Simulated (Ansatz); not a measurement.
## CH4ISn, SMILES [CH3][SnH][I]: a search for lower mean-field states, step by step

Computed with the Python package of Ansatz (0.2.0).

The cells in order, each with its output:

In [1]:
```python
import ansatz as az
import numpy as np
```

In [2]:
```python
geometry_ang = [
    ("C", (-0.7204, 0.6243, -0.1061)),
    ("Sn", (1.1656, -0.1679, 0.258)),
    ("I", (0.8544, -2.4969, 1.6349)),
    ("H", (-0.5858, 1.6272, -0.6884)),
    ("H", (-1.2757, 0.8639, 0.8293)),
    ("H", (-1.3711, -0.0341, -0.7116)),
    ("H", (1.9942, -0.4844, -1.2618)),
]
system = az.Crystal.molecule()
for symbol, xyz in geometry_ang:
    system = system.atom(symbol, xyz)
symbols = [site.symbol for site in system.cartesian_sites]
```

In [3]:
```python
start = np.array([site.position_ang for site in system.cartesian_sites])
for factor in [1.0, 1.3]:
    xyz = (start - start.mean(axis=0)) * factor
    scaled = az.Crystal.molecule()
    for symbol, place in zip(symbols, xyz):
        scaled = scaled.atom(symbol, place.tolist())
    calculation = scaled.calculation().basis(gaussian="def2-SVP").functional("PBE0").spin("collinear", total=1)
    for search in ("off", "standard"):
        try:
            rep = calculation.scf(lower_state_search=search).run(threads=1).report
        except az.AnsatzError as error:
            print(f"x{factor} search {search}: {type(error).__name__}")
            continue
        state = rep["mean_field"]["state"]
        print(f"all distances x{factor}, search {search:8s} E = {rep['free_energy_ev']:.5f} eV  <S^2> = {abs(state['spin_squared']):.3f}  other states met: {len(rep['mean_field']['others'])}")
```
```text
all distances x1.0, search off      E = -15032.99780 eV  <S^2> = 0.752  other states met: 0
all distances x1.0, search standard E = -15032.99780 eV  <S^2> = 0.752  other states met: 0
all distances x1.3, search off      E = -15026.60314 eV  <S^2> = 0.788  other states met: 0
all distances x1.3, search standard E = -15026.60314 eV  <S^2> = 0.788  other states met: 8
```

Caveats:
- Total energies depend on the basis set; only differences at equal settings carry meaning.
- The count of other states can hold repeated and symmetry-equivalent ends of the search; scaling all distances is a test, and for more than two atoms no physical path.
- The structure is a rough, unrelaxed start.
- def2 sets replace the cores of elements past krypton by effective core potentials.
- The species is open-shell (spin multiplicity 2).
- Finished in 30 s on 1 thread of Arm Neoverse V1, on a shared host, peak memory 0.33 GiB.

(Lines on the test bed's own set-up are left out of the output.)
